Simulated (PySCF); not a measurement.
The system is MgClH, in a box.

```
Mg Cl H
1.0
    13.00000    0.00000    0.00000
     0.00000   10.00000    0.00000
     0.00000    0.00000   11.00000
Mg Cl H
1 1 1
Direct
  0.48699 0.50082 0.49546
  0.63448 0.47282 0.58252
  0.37251 0.52483 0.42190
```

The cell isn't the ideal one: atoms moved at random, drawn with an rms of 0.05 Å.

Program: PySCF 2.14.0. Alike in all runs: task atomic charges; potentials or basis cc-pvdz (all-electron); no spin polarisation; cell atoms moved at random, drawn with an rms of 0.05 Å; k mesh 1 × 1 × 1; smearing fixed.

Q: Order these runs on this cell by their band gap on the k mesh, lowest first.
A. level PBE50; exxdiv ewald
B. level LDA
C. level B3LYP+D3(BJ); exxdiv ewald; three-body dispersion term no
D. level SCAN0; exxdiv ewald

A: B (5.26 eV), C (6.82 eV), D (7.72 eV), A (9.23 eV).

Caveats: this is a molecule in a periodic box at the Γ point, so its band gap is the HOMO-LUMO gap; the basis of atomic orbitals isn't converged, which shifts pressures, moduli and gaps.

